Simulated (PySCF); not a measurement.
# C4H7ClOSi: the cost of one run

The runs use PySCF 2.14.0, with density-fitted response routines of our own; the level of theory stands in each step. All values are computed, except where a source is named. Atoms are numbered from 0 throughout.

### Step 1. Starting geometry

14 atoms, charge 0, multiplicity 1; geometry from: GFN2-xTB.

Bonds of the start (Å): C0–C1 1.32, C1–C2 1.50, C2–O3 1.43, O3–Si4 1.67, Si4–C5 1.89, Si4–Cl6 2.02, Si4–C1 1.89, C0–H7 1.08, C0–H8 1.08, C2–H9 1.09, C2–H10 1.09, C5–H11 1.09, C5–H12 1.09, C5–H13 1.08.

### Step 2. Excited states and response: wB97X-D/def2-SVPD

What the job is given:

```
{"job": {"kind": "uv", "xc": "wB97X-D", "basis": "def2-SVPD", "nstates": 8, "ntriplets": 3}, "charge": 0, "multiplicity": 1}
C      2.049336     0.606831    -0.660852
C      1.051975     0.028932    -0.022211
C      0.926538    -1.354233     0.556277
O     -0.394338    -1.248885     1.103726
Si    -0.708063     0.315044     0.616404
C     -2.153257     0.497409    -0.592954
Cl    -0.953914     1.562288     2.182427
H      2.976791     0.089817    -0.856647
H      1.980506     1.622339    -1.011745
H      1.637714    -1.575475     1.354059
H      0.950704    -2.151984    -0.188341
H     -1.989597    -0.066033    -1.505976
H     -3.070575     0.135471    -0.137455
H     -2.304498     1.538007    -0.858879
```

Level: TDDFT wB97X-D/def2-SVPD, vertical, gas phase, core orbitals frozen in the response.

The run is started by

```console
$ OMP_NUM_THREADS=1 python probes_run.py task.json out
```

The driver reads the jobs from task.json and runs them one after another.

Q: Estimate the wall time and peak memory of this job on 1 thread of Arm Neoverse N1, shared host.

About 78 s, with a peak of 0.89 GiB.
